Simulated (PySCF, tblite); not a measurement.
# C₇H₇BBrCl: geometry, infrared bands and NMR shifts

Wanted: the infrared bands and NMR shifts of C₇H₇BBrCl (`CC#CCCC#CB(Cl)Br`), by calculation.

Computed with tblite 0.8.0 and PySCF 2.14.0, with density-fitted response routines of our own, on a single molecule in the gas phase. Atoms count from 0, in the outputs and in this text.

## 1. The starting structure

17 atoms, charge 0, multiplicity 1; geometry from: force field or distance geometry start.

Bonds of the start (Å): C0–C1 1.45, C1–C2 1.22, C2–C3 1.46, C3–C4 1.51, C4–C5 1.46, C5–C6 1.21, C6–B7 1.54, B7–Cl8 1.85, B7–Br9 1.99, C0–H10 1.11, C0–H11 1.11, C0–H12 1.12, C3–H13 1.11, C3–H14 1.12, C4–H15 1.11, C4–H16 1.11.

## 2. Geometry optimisation with GFN2-xTB

The job: settings as JSON, then the geometry in Å.

```
{"job": {"kind": "relax", "xc": "GFN2-xTB", "basis": "xTB"}, "charge": 0, "multiplicity": 1}
C     -4.143700     0.647500     0.669100
C     -2.709200     0.446800     0.661800
C     -1.501800     0.267200     0.675600
C     -0.059800     0.069600     0.664500
C      0.447800    -0.146400    -0.745900
C      1.895700    -0.354000    -0.754600
C      3.094500    -0.521500    -0.753400
B      4.617300    -0.737400    -0.740200
Cl     5.540300    -0.816200    -2.335800
Br     5.599400    -0.795900     0.994500
H     -4.534100     0.604400    -0.373500
H     -4.387600     1.640900     1.107400
H     -4.645600    -0.140000     1.284700
H      0.432600     0.951200     1.124000
H      0.168900    -0.821800     1.295700
H      0.215400     0.749000    -1.361800
H     -0.037100    -1.031400    -1.203700
```

On the command line:

```console
$ OMP_NUM_THREADS=1 python probes_run.py task.json out
```

This one command runs all jobs of the session in turn.

The program printed:

```text
step      E/eV     max force
  0    -771.87432    2.225
  1    -771.87549    6.273
  2    -772.10063    1.394
  3    -772.13807    2.917
  4    -772.19218    1.179
  5    -772.20226    0.279
  6    -772.20770    0.326
  7    -772.21100    0.288
  8    -772.21305    0.127
  9    -772.21444    0.095
 10    -772.21539    0.135
 11    -772.21592    0.089
 12    -772.21634    0.049
 13    -772.21681    0.111
 14    -772.21724    0.123
 15    -772.21749    0.065
 16    -772.21762    0.031
 17    -772.21775    0.054
 18    -772.21792    0.082
 19    -772.21809    0.070
 20    -772.21824    0.032
 21    -772.21839    0.040
 22    -772.21858    0.082
 23    -772.21881    0.097
 24    -772.21898    0.060
 25    -772.21908    0.025
 26    -772.21915    0.039
 27    -772.21924    0.065
 28    -772.21934    0.066
 29    -772.21941    0.037
 30    -772.21945    0.017
 31    -772.21949    0.037
 32    -772.21955    0.050
 33    -772.21961    0.047
 34    -772.21967    0.024
 35    -772.21973    0.034
 36    -772.21980    0.052
 37    -772.21987    0.047
 38    -772.21991    0.026
 39    -772.21993    0.009
```

It took 0.57 s on 1 thread of Arm Neoverse N1, shared host; peak memory 0.18 GiB.

The steps of the relaxation: (not every step is listed)

```tsv
step	energy from step 0 (eV)	largest force (eV/Å)
0	0.0000	2.2245
1	-0.0012	6.2728
2	-0.2263	1.3937
3	-0.2637	2.9172
4	-0.3179	1.1789
5	-0.3279	0.2794
6	-0.3334	0.3258
7	-0.3367	0.2878
8	-0.3387	0.1270
10	-0.3411	0.1349
12	-0.3420	0.0486
14	-0.3429	0.1233
16	-0.3433	0.0315
18	-0.3436	0.0819
20	-0.3439	0.0319
22	-0.3443	0.0823
24	-0.3447	0.0601
26	-0.3448	0.0389
28	-0.3450	0.0661
30	-0.3451	0.0173
32	-0.3452	0.0497
34	-0.3453	0.0239
35	-0.3454	0.0339
36	-0.3455	0.0523
37	-0.3456	0.0468
38	-0.3456	0.0258
39	-0.3456	0.0085
```

Close pairs (by a distance rule), those that changed most:

```tsv
bond	before (Å)	after (Å)	change (Å)
B7–Cl8	1.845	1.726	-0.119
B7–Br9	1.994	1.893	-0.102
C6–B7	1.538	1.495	-0.043
C0–H12	1.118	1.090	-0.029
C3–C4	1.514	1.540	+0.026
C0–H10	1.114	1.090	-0.024
C4–C5	1.463	1.439	-0.024
C0–H11	1.113	1.090	-0.023
```

The end geometry stands in the next job.

## 3. Vibrational analysis with GFN2-xTB

The job: settings as JSON, then the geometry in Å.

```
{"job": {"kind": "ir", "xc": "GFN2-xTB", "basis": "xTB"}, "charge": 0, "multiplicity": 1}
C     -4.104487     0.641165     0.658090
C     -2.672675     0.436124     0.671393
C     -1.486670     0.267381     0.698685
C     -0.050972     0.062801     0.689442
C      0.457059    -0.142670    -0.749838
C      1.882913    -0.334732    -0.781257
C      3.082439    -0.494840    -0.763756
B      4.563785    -0.695796    -0.745198
Cl     5.457121    -0.836277    -2.215719
Br     5.472844    -0.799623     0.911561
H     -4.476086     0.595471    -0.365445
H     -4.345868     1.617112     1.078533
H     -4.598003    -0.130572     1.248283
H      0.443276     0.932340     1.132230
H      0.196801    -0.814031     1.294488
H      0.199365     0.727047    -1.361870
H     -0.027840    -1.018869    -1.191000
```

The program printed:

```text
mode    cm-1     km/mol
  1       4.9      0.25
  2      17.2      0.04
  3      26.8      0.26
  4      28.4      0.84
  5      75.7      0.58
  6     118.7      0.23
  7     125.4      0.06
  8     192.6      3.98
  9     222.0      2.71
 10     265.1      1.68
 11     299.8      0.39
 12     318.0      5.06
 13     337.0      5.99
 14     392.0      8.44
 15     434.2      6.12
 16     447.6     54.27
 17     471.3      2.45
 18     734.1    100.83
 19     771.1     10.46
 20     803.5      3.38
 21     881.6    179.24
 22     982.1      1.40
 23    1021.0     17.00
 24    1032.3      5.55
 25    1038.1     12.12
 26    1118.6      2.32
 27    1206.6     72.88
 28    1210.4     25.73
 29    1229.4      0.83
 30    1259.7      3.99
 31    1333.2      2.57
 32    1391.9      2.14
 33    1426.9     10.85
 34    1453.8      2.19
 35    1456.7      4.88
 36    1457.6      4.87
 37    2293.5    547.13
 38    2422.0      4.22
 39    2941.1      0.03
 40    2955.3     37.66
 41    2958.3      0.69
 42    2969.4     41.59
 43    3002.7     24.97
 44    3003.6     24.40
 45    3010.8     34.80
```

Run time: 1.2 s. Hardware: 1 thread of Arm Neoverse N1, shared host; peak memory 0.18 GiB.

The strongest bands and the atoms that carry them (share of the mass-weighted mode):

```tsv
cm⁻¹	km/mol	atoms
448	54.3	B7 63 %, C6 31 %
734	100.8	B7 87 %
882	179.2	B7 45 %, C4 33 %
1207	72.9	C2 20 %, C1 19 %, H14 11 %, H13 10 %
2294	547.1	C5 52 %, C6 47 %
2955	37.7	H13 34 %, H14 29 %, H15 14 %, H16 13 %
2969	41.6	H14 37 %, H13 34 %, H15 13 %, H16 11 %
3011	34.8	H12 36 %, H11 36 %, H10 26 %
```

## 4. Shielding tensors: PBE0/pcSseg-1

Settings changed since step 3:

```diff
@@ -1,2 +1,2 @@
-{"job": {"kind": "ir", "xc": "GFN2-xTB", "basis": "xTB"}, "charge": 0, "multiplicity": 1}
+{"job": {"kind": "nmr", "xc": "PBE0", "basis": "pcSseg-1"}, "charge": 0, "multiplicity": 1}
 C     -4.104487     0.641165     0.658090
```

Method: GIAO PBE0/pcSseg-1 NMR shielding, non-relativistic, gas phase.

The program printed:

```text
coarse grid: 72392 points
cycle   1  E = -3328.9243243865  dE =  2.460e-01  |g| = 8.213e-01  |ddm| = 4.969e+00
cycle   2  E = -3328.9314298746  dE = -7.105e-03  |g| = 5.665e-01  |ddm| = 1.300e+00
cycle   3  E = -3328.9827405918  dE = -5.131e-02  |g| = 1.924e-01  |ddm| = 7.089e-01
cycle   4  E = -3328.9886610592  dE = -5.920e-03  |g| = 1.097e-01  |ddm| = 2.035e-01
cycle   5  E = -3328.9916374324  dE = -2.976e-03  |g| = 1.932e-02  |ddm| = 1.000e-01
cycle   6  E = -3328.9917325693  dE = -9.514e-05  |g| = 3.880e-03  |ddm| = 2.585e-02
cycle   7  E = -3328.9917364474  dE = -3.878e-06  |g| = 9.300e-04  |ddm| = 6.050e-03
final grid: 152088 points
cycle   8  E = -3328.9917949299  dE =  1.467e-07  |g| = 1.330e-03  |ddm| = 4.604e-03
cycle   9  E = -3328.9917943293  dE =  6.006e-07  |g| = 2.109e-03  |ddm| = 3.811e-03
cycle  10  E = -3328.9917953208  dE = -9.915e-07  |g| = 4.025e-04  |ddm| = 2.059e-03
cycle  11  E = -3328.9917953601  dE = -3.933e-08  |g| = 4.041e-05  |ddm| = 4.093e-04
cycle  12  E = -3328.9917953605  dE = -3.574e-10  |g| = 1.965e-05  |ddm| = 6.415e-05
converged SCF energy = -3328.9917953605

GIAO shielding tensors (ppm)
atom      isotropic    diamagn.    paramagn.     s11        s22        s33       span
  0 C      182.313     253.532     -71.219    174.925    175.122    196.893     21.968
  1 C      101.675     268.476    -166.800     19.138     19.857    266.030    246.892
  2 C      103.475     258.673    -155.198     13.465     19.464    277.496    264.031
  3 C      164.385     255.365     -90.980    147.591    164.033    181.531     33.940
  4 C      162.257     253.486     -91.229    146.168    160.126    180.477     34.309
  5 C       54.142     266.285    -212.143    -22.571     -4.623    189.620    212.191
  6 C       92.117     261.362    -169.245      3.583      5.617    267.152    263.569
  7 B       53.116     194.599    -141.483     25.474     38.271     95.603     70.129
  8 Cl     642.301    1144.458    -502.158    322.715    707.608    896.580    573.865
  9 Br    2053.434    3122.473   -1069.039   1353.218   2376.116   2430.968   1077.750
 10 H       29.762      29.718       0.044     24.456     28.337     36.493     12.036
 11 H       29.739      27.590       2.149     24.475     27.970     36.773     12.298
 12 H       29.740      27.541       2.198     24.473     27.967     36.780     12.307
 13 H       29.116      31.380      -2.264     23.569     29.908     33.872     10.303
 14 H       29.102      31.317      -2.215     23.554     29.842     33.909     10.355
 15 H       28.959      30.407      -1.448     23.671     29.585     33.620      9.950
 16 H       28.946      30.349      -1.403     23.766     29.512     33.561      9.794
```

Wall time 78 s (1 thread of Arm Neoverse N1, shared host); peak memory 1.1 GiB.

The references, computed at this level on geometries of the same kind, shield at (ppm): ¹H TMS 31.72, ¹³C TMS 186.9, ¹¹B BF3·OEt2 100.1, ³⁵Cl HCl 950, ⁷⁹Br HBr 2622. Their shielding less the atom's gives the shift. The references are single molecules in the gas phase. Atoms listed in one row are averaged.

```tsv
atoms	environment	σ (ppm)	δ (ppm)	δ scaled to CDCl3
C5	alkyne carbon	54.1	132.8	127.7
C6	alkyne carbon	92.1	94.8	90.6
C1	alkyne carbon	101.7	85.2	81.3
C2	alkyne carbon	103.5	83.5	79.5
C4	propargylic sp3 CH2	162.3	24.7	22.2
C3	propargylic sp3 CH2	164.4	22.5	20.1
C0	propargylic methyl carbon	182.3	4.6	2.6
H15, H16	hydrogen on a propargylic sp3 CH2	28.95	2.76	2.71
H13, H14	hydrogen on a propargylic sp3 CH2	29.11	2.61	2.56
H10, H11, H12	hydrogen on a propargylic methyl carbon	29.75	1.97	1.96
B7	boron bonded to C, Br, Cl	53.1	47.0	–
Cl8	chlorine bonded to B	642	307	–
Br9	bromine bonded to B	2053	569	–
```

The scaled column applies a straight-line fit of computed shieldings to shifts measured in CDCl3, with any fitted terms for Cl, Br or S neighbours (root-mean-square error 0.16 ppm for H, 1.9 ppm for C).

The run also stored atomic charges by several schemes (e):

```tsv
atoms	Mulliken	IAO	Hirshfeld	ESP fit
C0	-0.19	-0.44	-0.10	-0.52
C1	-0.30	-0.05	-0.06	0.07
C2	-0.07	-0.08	-0.07	-0.29
C3	-0.17	-0.26	-0.05	0.04
C4	-0.16	-0.27	-0.04	0.03
C5	-0.08	0.04	0.01	-0.09
C6	-0.27	-0.20	-0.16	-0.20
B7	0.48	0.05	0.13	0.23
Cl8	-0.16	-0.02	-0.06	-0.09
Br9	-0.18	0.01	-0.05	-0.09
```

Mayer bond orders: C0–C1 1.23, C1–C2 2.54, C2–C3 1.19, C3–C4 1.05, C4–C5 1.17, C5–C6 2.56, C6–B7 1.12, B7–Cl8 1.14, B7–Br9 1.10.

## 5. Outcome

```
                                                              quantity                                         value
                             strongest single infrared mode (GFN2-xTB)                         2294 cm⁻¹, 547 km/mol
                                          zero-point energy (GFN2-xTB)                                 73.1 kcal/mol
                                ¹³C shifts against TMS (PBE0/pcSseg-1)  132.8, 94.8, 85.2, 83.5, 24.7, 22.5, 4.6 ppm
¹H shifts against TMS (PBE0/pcSseg-1, means over atoms taken as alike)                          2.76, 2.61, 1.97 ppm
                           ¹¹B shifts against BF3·OEt2 (PBE0/pcSseg-1)                                      47.0 ppm
                               ³⁵Cl shifts against HCl (PBE0/pcSseg-1)                                       307 ppm
                               ⁷⁹Br shifts against HBr (PBE0/pcSseg-1)                                       569 ppm
```

What this shows: Relaxing lowered the energy by 0.346 eV in 39 steps; the close pair that moved most is B7–Cl8, from 1.845 to 1.726 Å. No mode is imaginary among the 45: a minimum at this level. The strongest single mode, at 2294 cm⁻¹, moves mainly C5 and C6. GFN2-xTB is a fitted tight-binding method: band positions and strengths are rough. Its intensities can rank the bands wrongly. At PBE0/pcSseg-1: The widest tensor belongs to Br9: span 1078 ppm, with a paramagnetic part of -1069 ppm. Spin-orbit coupling is left out, which matters for shieldings and couplings at and beside the heavy atoms.
